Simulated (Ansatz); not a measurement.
# AsF2: the cost of one run

The runs use Ansatz 0.2.0, Gaussian basis; def2-QZVPP, all electrons in the functionals, frozen cores in the correlation of double hybrids and RPA.

The runs, in order: PBE, BLYP, r2SCAN, B97M-V, PBE0, B3LYP, wB97M-V, B2PLYP, at charge 0, doublet; charge 0, quartet; charge 1, singlet; charge 1, triplet.

8 further runs of the same task are left out: 8 set aside as unsound or not needed.

## Step 1: The geometry

The geometry is a PBE0/def2-TZVP stationary point (not a proven minimum). No spin-orbit coupling is included. The filled d shell of As may be among the frozen orbitals whatever the setting's name suggests; the logs give the count.

3 atoms, charge 0, spin multiplicity 2.

Atoms are counted from 1 here; the program's logs count them from 0.

Bond lengths: As1–F2 1.730 Å, As1–F3 1.730 Å. Angles: F2–As1–F3 96.5°.

No dispersion term is added; B97M-V, wB97M-V hold VV10 nonlocal correlation. B3LYP takes the VWN-RPA correlation.

The geometry shown and the zero of energy belong to the point charge 0, doublet. The yardstick, RCCSD(T), and other wave-function levels (R restricted, U unrestricted, valence and pair active spaces) come from earlier runs.

## Step 2: PBE, charge 0, doublet

in.yaml

```yaml
crystal:
  periodic: [false, false, false]
  atoms:
    - {symbol: As, position_ang: [0.000000, -0.387542, 0.000000]}
    - {symbol: F, position_ang: [0.000000, 0.764150, -1.290593]}
    - {symbol: F, position_ang: [0.000000, 0.764150, 1.290593]}
basis:
  gaussian: {orbitals: "def2-QZVPP.json"}
magnetization: {spin_polarized: true, initial_magnetization: 1}
hamiltonian: {xc: {name: PBE}}
output: {orbitals: {seedname: orbitals}}
```

Launch:

```
> ansatz run in.yaml --threads 1 --pin off --events-out ev --progress --plain --max-ram 2393MiB
```

**Question.** How long does this run take on 1 thread of Arm Neoverse V1, shared host?

About 5.5 s.
